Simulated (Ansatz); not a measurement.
A first try at a geometry optimisation of CH7GeNO2Si, SMILES O=C(O)[SiH2][NH][GeH3], using Ansatz's Python interface.

Run as a notebook:

In [1]:
```python
from dataclasses import dataclass

import ansatz as az
import numpy as np
```

In [2]:
```python
@dataclass
class Options:
    basis_set: str = "def2-SVP"
    functional: str = "pbe0"


cfg = Options()
```

In [3]:
```python
GEOMETRY = """
O     1.88760   -0.84540    1.18950
C     1.63390   -0.04930    0.24790
O     2.21740    1.21200    0.21900
Si    0.46130   -0.54550   -1.08170
N    -1.04530    0.41820   -0.97000
Ge   -1.93480   -0.10170    0.58620
H     2.85750    1.50450    0.94760
H     1.09250   -0.30040   -2.38660
H     0.15040   -1.97890   -0.96640
H    -0.76260    1.41540   -0.84110
H    -2.26430   -1.61500    0.51800
H    -1.04130    0.18220    1.82100
H    -3.25220    0.70400    0.71670
"""
```

In [4]:
```python
ch7geno2si = az.Crystal.molecule()
for line in GEOMETRY.strip().splitlines():
    symbol, *xyz = line.split()
    ch7geno2si = ch7geno2si.atom(symbol, [float(v) for v in xyz])
```

In [5]:
```python
calculation = (
    ch7geno2si.calculation()
    .basis(gaussian=cfg.basis_set)
    .functional(cfg.functional)
    .stress()
)
symbols = [site.symbol for site in ch7geno2si.cartesian_sites]
start = np.array([site.position_ang for site in ch7geno2si.cartesian_sites], dtype=float)
r = calculation.relax(force_tolerance=0.02, max_steps=30).run(threads=1, backend="cpu").report
end = np.array(r["positions_ang"])
```
```text
Traceback (most recent call last):
  File "<cell 5>", line 9, in <module>
    r = calculation.relax(force_tolerance=0.02, max_steps=30).run(threads=1, backend="cpu").report
        ~~~~~~~~~~~~~~~~~~~~~~~~~~~~~~~~~~~~~~~~~~~~~~~~~~~~~~~~~^^^^^^^^^^^^^^^^^^^^^^^^^^
  ...
ansatz.RefusalError: invalid value for `basis.gaussian`: such a run doesn't read output.stress; remove what it names
```

Find the fault and give the corrected session.

The fault: a molecule has no stress. Mended:

```diff
--- before
+++ after
@@
     .functional(cfg.functional)
-    .stress()
 )
@@
 start = np.array([site.position_ang for site in ch7geno2si.cartesian_sites], dtype=float)
-r = calculation.relax(force_tolerance=0.02, max_steps=30).run(threads=1, backend="cpu").report
+r = calculation.relax(force_tolerance=0.02, max_steps=100).run(threads=1, backend="cpu").report
 end = np.array(r["positions_ang"])
```

Run as a notebook:

(earlier cells as before)

**Cell 5**
```python
calculation = (
    ch7geno2si.calculation()
    .basis(gaussian=cfg.basis_set)
    .functional(cfg.functional)
)
symbols = [site.symbol for site in ch7geno2si.cartesian_sites]
start = np.array([site.position_ang for site in ch7geno2si.cartesian_sites], dtype=float)
r = calculation.relax(force_tolerance=0.02, max_steps=100).run(threads=1, backend="cpu").report
end = np.array(r["positions_ang"])
```

**Cell 6**
```python
for key in ("converged", "free_energy_ev", "reference_energy_ev", "n_frozen", "n_occupied", "n_virtual"):
    print(f"{key:22s} {r[key]}")

print("bond        before    after (A)")
for i, j in [(0, 1), (1, 2), (1, 3), (2, 6), (3, 4), (3, 7), (3, 8), (4, 5), (4, 9), (5, 10), (5, 11), (5, 12)]:
    d0, d1 = (np.linalg.norm(xyz[i] - xyz[j]) for xyz in (start, end))
    print(f"{symbols[i]}{i}-{symbols[j]}{j}".ljust(10), f"{d0:8.4f} {d1:8.4f}")
with open("ch7geno2si_opt.xyz", "w") as handle:
    handle.write(f"{len(symbols)}\nrelaxed CH7GeNO2Si\n")
    handle.writelines(f"{s:2s} {x:11.6f} {y:11.6f} {z:11.6f}\n" for s, (x, y, z) in zip(symbols, end))
```
Output:
```text
converged              True
free_energy_ev         -71099.44036528243
reference_energy_ev    -71099.44036528243
n_frozen               0
n_occupied             [41, 41]
n_virtual              [100, 100]
bond        before    after (A)
O0-C1        1.2589   1.2083
C1-O2        1.3900   1.3367
C1-Si3       1.8409   1.9267
O2-H6        1.0130   0.9740
Si3-N4       1.7919   1.7193
Si3-H7       1.4701   1.4939
Si3-H8       1.4713   1.4985
N4-Ge5       1.8664   1.8560
N4-H9        1.0445   1.0155
Ge5-H10      1.5503   1.5352
Ge5-H11      1.5504   1.5364
Ge5-H12      1.5498   1.5459
```

It writes `ch7geno2si_opt.xyz`:
```text
13
relaxed CH7GeNO2Si
O     1.101063    0.021962    1.415460
C     1.587868    0.015576    0.309608
O     2.909665    0.011447    0.110841
Si    0.515781   -0.017603   -1.290961
N    -1.089355    0.263241   -0.742623
Ge   -1.888017   -0.082132    0.896739
H     3.330564    0.011107    0.989208
H     0.975112    1.043903   -2.236399
H     0.776073   -1.345580   -1.934591
H    -1.747259    0.612563   -1.432780
H    -1.452799   -1.455934    1.426051
H    -1.620360    1.030673    1.921752
H    -3.398237   -0.109123    0.567796
```

Notes:
- Total energies depend on the basis set; only differences at equal settings carry meaning.
- The end point is the stationary point reached from this start; no frequency run checks that it is a minimum, and the basis set is modest.
- Finished in 7 min on 1 thread of Intel(R) Xeon(R) 6975P-C (Granite Rapids), on a shared host, peak memory 0.48 GiB.

(Lines on the test bed's own set-up are left out of the output.)
